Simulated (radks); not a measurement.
**Tl²⁴⁺ in [Kr] 4d10 4f11: an all-electron calculation**

The task here is to estimate one member of a computed series from the others.

Program: radks (a radial shooting solver on a logarithmic mesh, Libxc functionals) version 1. Level of theory: Dirac Kohn-Sham, PBE, spin-unpolarised, spherical densities, finite nucleus; open shells are shared between the two j in proportion to 2j + 1. These are calculated values, not measurements, unless marked.

### The atom as given

- element: thallium (Z = 81)
- charge: +24
- electrons: 57
- configuration: [Kr] 4d10 4f11
- nuclear rms radius: 5.4759 fm

The outer shells:

Tl²⁴⁺
```
[Kr] core
4d [↑↓][↑↓][↑↓][↑↓][↑↓]
4f [↑↓][↑↓][↑↓][↑↓][↑ ][↑ ][↑ ]
```

Set-up of the first run:

The run's settings:

```text
Z 81
configuration [Kr] 4d10 4f11
relativity Dirac
functional pbe,pbe
spin unpolarised
j_filling average
nucleus finite rms 5.4759 fm
c 137.035999084
```

One of the session's tables, all rows but one given; the rest of the session is left out.

It belongs to the step «Radial structure». Sizes of the orbitals, from the radial functions (bohr):

```
level      <r>  outermost maximum (interpolated)  90 % within  nodes
1s1/2  0.01632                            0.0100       0.0299      0
2s1/2  0.06807                            0.0584        0.107      1
2p1/2  0.05588                            0.0428       0.0934      0
2p3/2  0.06467                            0.0504        0.105      0
3s1/2        ?                                 ?            ?      ?
3p1/2   0.1671                             0.153        0.252      1
3p3/2   0.1831                             0.168        0.274      1
3d3/2   0.1592                             0.131        0.247      0
3d5/2   0.1640                             0.135        0.254      0
4s1/2   0.3855                             0.367        0.551      3
4p1/2   0.3857                             0.364        0.558      2
4p3/2   0.4169                             0.394        0.601      2
4d3/2   0.4169                             0.384        0.616      1
4d5/2   0.4263                             0.392        0.629      1
4f5/2   0.4189                             0.341        0.646      0
4f7/2   0.4232                             0.345        0.652      0
```

Estimate the missing values for 3s1/2.

**Answer.** <r>: 0.1768; outermost maximum (interpolated): 0.164; 90 % within: 0.260; nodes: 2. In the column «<r>» it lies between 3p1/2 (0.1671) and 3p3/2 (0.1831).

To keep in mind: Spin polarisation and multiplet splitting are left out.
